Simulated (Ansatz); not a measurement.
# ZrB+ (quintet): wave-function methods side by side, def2-SVP

How much of the correlation energy of ZrB+ (quintet) does each wave-function method recover here?

Computed with Ansatz 0.2.0, Gaussian basis. Level: def2-SVP, core rule «outside noble gas», up to 5 orbitals frozen.

Plan: UHF; CCSD(T) on ROHF; CCSD(T) on UHF; CISD as a restricted active space (open shells left free, so some higher excitations enter); CCSDT(Q) on ROHF; CCSDT(Q) on UHF; CISDTQ; CCSDTQ on ROHF; CCSDTQ on UHF; Full CI.

15 further runs of the same task are left out: 8 for a known fault of the program, 2 that didn't finish, 5 set aside as unsound or not needed. Runs told in other sessions of the task aren't counted.

### Step 1. The system

The geometry is a PBE0/def2-TZVP stationary point (not a proven minimum) of the parent state, kept for this charge and spin. No spin-orbit coupling is included. Elements past krypton take def2 core potentials.

2 atoms, charge 1, spin multiplicity 5.

Atoms are counted from 1 here; the program's logs count them from 0.

Bond lengths: Zr1–B2 2.147 Å.

Geometry (Å):

```xyz
2

Zr    0.0000    0.0000    0.0000
B     0.0000    0.0000    2.1472
```

### Step 2. UHF

in.yaml

```yaml
crystal:
  periodic: [false, false, false]
  atoms:
    - {symbol: Zr, position_ang: [0.000000, 0.000000, 0.000000]}
    - {symbol: B, position_ang: [0.000000, 0.000000, 2.147200]}
basis:
  gaussian: {orbitals: def2-SVP}
total_charge: 1
magnetization: {spin_polarized: true, initial_magnetization: 4}
hamiltonian: {xc: hf}
output: {orbitals: {seedname: orbitals}}
```

Launch:

```sh
> ansatz run in.yaml --threads 1 --pin off --events-out ev --progress --plain --max-ram 4096MiB --backend cpu
```

The runs that follow: CCSD(T) on ROHF; CCSD(T) on UHF; CISD as a restricted active space (open shells left free, so some higher excitations enter); CCSDT(Q) on ROHF; CCSDT(Q) on UHF; CISDTQ; CCSDTQ on ROHF; CCSDTQ on UHF; Full CI.

**Question.** What will the summary of the whole plan be? Wanted: FCI from the RHF energy; RMP2 from FCI; UMP2 from FCI; RCCSD from FCI; RCCSD(T) from FCI; UCCSD(T) from FCI; RCCSDT(Q) from FCI; UCCSDT(Q) from FCI; T1 diagnostic.

The runs gave:

```
                         quantity                                         value
          FCI from the ROHF energy                                    -3.2509 eV
                    RMP2 from FCI                                    +916.6 meV
                    UMP2 from FCI                                    +888.8 meV
                   RCCSD from FCI                                    +222.9 meV
                RCCSD(T) from FCI                                     +61.0 meV
                UCCSD(T) from FCI                                      +7.5 meV
               RCCSDT(Q) from FCI                                      -0.2 meV
               UCCSDT(Q) from FCI                                     -52.9 meV
levels within 1 kcal/mol (43 meV)  UCCSD(T), RCCSDT, UCCSDT, RCCSDT(Q), RCCSDTQ
                    T1 diagnostic                                         0.074
   effectively unpaired electrons                                          4.06
```

In words: RCCSD(T) misses by +61.0 meV, 1.9 % of the correlation energy. CCSD(T) misses by +61.0 meV on the restricted determinant and by +7.5 meV on the unrestricted one; the two need not hold the same state or core. UCCSDT, UCCSDT(Q), RCCSDTQ, UCCSDTQ fall below full CI: unrestricted runs freeze a spin-polarised core, another one than full CI's, and coupled cluster isn't variational. The occupations are near whole numbers, but T1 = 0.074 shows that the orbitals relax strongly. These misses are within one basis, not against nature; the frozen cores of restricted and unrestricted runs differ, which can shift their rows.

Levels on UHF freeze UHF's core orbitals, full CI those of ROHF, so the U rows can settle a little off it for that reason alone.
